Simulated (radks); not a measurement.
# Ni⁺ in [Ne] 3s1 3p6 3d10: an all-electron calculation

Aim: the levels, the sizes of the orbitals and the parts of the energy of the nickel ion Ni+.

The numbers are computed with radks (a radial shooting solver on a logarithmic mesh, Libxc functionals) version 1 (non-relativistic Kohn-Sham, TPSS, spin-polarised, spherical densities, point nucleus; open shells are filled with parallel spins first), except any that are marked as measured or tabulated.

## Step 1: What is computed

- element: nickel (Z = 28)
- charge: +1
- electrons: 27
- configuration: [Ne] 3s1 3p6 3d10

Outer shells as boxes (Hund's rule):

Ni⁺
```
[Ne] core
3s [↑ ]
3p [↑↓][↑↓][↑↓]
3d [↑↓][↑↓][↑↓][↑↓][↑↓]
```

## Step 2: The calculation

The run's settings:

```text
Z 28
configuration [Ne] 3s1 3p6 3d10
relativity non-relativistic
functional tpss,tpss
spin polarised
nucleus point
```

Run with:

```sh
python run_ks.py task.json out
```

This one command runs every case of the session in turn.

Q: Predict the outcome of this run.

As calculated:

```
                        quantity                     value
                    total energy       -1504.41302 hartree
exchange-correlation share of it                    4.17 %
                            −T/E                    0.9993
          highest occupied level       3d down, -13.148 eV
    most extended occupied level  3d down, <r> = 1.06 bohr
 radius at density 0.001 e/bohr³                 3.33 bohr
    maxima of the radial density                         3
```

What this shows: 3 principal shells are occupied and 3 maxima appear in the radial density. −T/E = 0.9993, near the virial value of 1. This is not the tabulated ground configuration, so its levels and sizes aren't those of the ground state, and no measured value stands beside it.
